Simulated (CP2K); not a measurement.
Crystal: Hf2Pd2Se2Br2O3.

```
CELL_PARAMETERS angstrom
7.86530 0.00000 0.00000
7.12201 3.33766 0.00000
-3.90378 -0.86937 12.58754
ATOMIC_POSITIONS crystal
Hf 0.94514 0.94514 0.06144
Hf 0.60628 0.60628 0.28309
Pd 0.17920 0.17920 0.50964
Pd 0.32286 0.32286 0.74307
Se 0.92232 0.92232 0.84566
Se 0.78991 0.78991 0.58800
Br 0.58645 0.58645 0.04520
Br 0.24604 0.24604 0.28651
O 0.59701 0.59701 0.42127
O 0.38554 0.38554 0.07302
O 0.03094 0.03094 0.22169
```

The cell was built by a generator and needn't be a form met in nature.

```yaml
Program: CP2K 2026.2
Task: single point
Functional: PBE
Potentials_or_basis: POTENTIAL_UZH Hf GTH-PBE-q12, Pd GTH-PBE-q18, Se GTH-PBE-q6, Br GTH-PBE-q7, O GTH-PBE-q6; TZVP-MOLOPT-PBE-GTH basis
Density_cutoff: 8163 eV
k_mesh: 8 × 8 × 2
Occupations: fermi-dirac, width 0.05 eV
Spin: no spin polarisation
```

On this cell: pressure -0.5 GPa; largest force not listed; band gap on the k mesh 0.83 eV, indirect (least direct gap 0.85 eV).

The same run follows on a disturbed copy (atoms moved at random, drawn with an rms of 0.05 Å):

```
Hf Pd Se Br O
1.0
     7.86530    0.00000    0.00000
     7.12201    3.33766    0.00000
    -3.90378   -0.86937   12.58754
Hf Pd Se Br O
2 2 2 2 3
Direct
  0.93841 0.94841 0.05839
  0.61134 0.59695 0.28087
  0.19228 0.16582 0.50815
  0.32687 0.31928 0.74377
  0.93751 0.90927 0.84705
  0.79108 0.79464 0.58654
  0.58779 0.58315 0.04574
  0.26115 0.23457 0.28620
  0.58754 0.60451 0.42483
  0.37808 0.39120 0.07066
  0.02065 0.03957 0.22091
```

**Question.** What does the disturbed cell give?

**Answer.** The energy moves by +13.1 meV/atom; pressure -1.2 GPa; largest force 2.018 eV/Å; band gap on the k mesh 0.77 eV, indirect (least direct gap 0.80 eV).

Forces on the atoms (eV/Å):
```
Hf  -0.391 -0.023  0.365
Hf  -0.474  0.375  1.785
Pd  -0.048  0.614  0.042
Pd  -0.001 -0.278 -0.179
Se   0.028  0.349 -0.060
Se  -0.029 -0.360 -0.014
Br   0.046  0.057  0.118
Br  -0.459 -0.013 -0.082
O    0.681 -0.223 -1.886
O    0.384 -0.015 -0.054
O    0.184 -0.492 -0.110
```

Stress tensor (GPa, compression positive):
```
-1.17  0.39  0.39
 0.39 -0.56  0.27
 0.39  0.27 -1.91
```

Caveats: spin-orbit coupling is left out, which moves the levels of the heavy elements; the basis of atomic orbitals isn't converged, which shifts pressures, moduli and gaps; the forces don't sum to zero, a sign of grid noise (some runs).

A k mesh can miss the band edges.
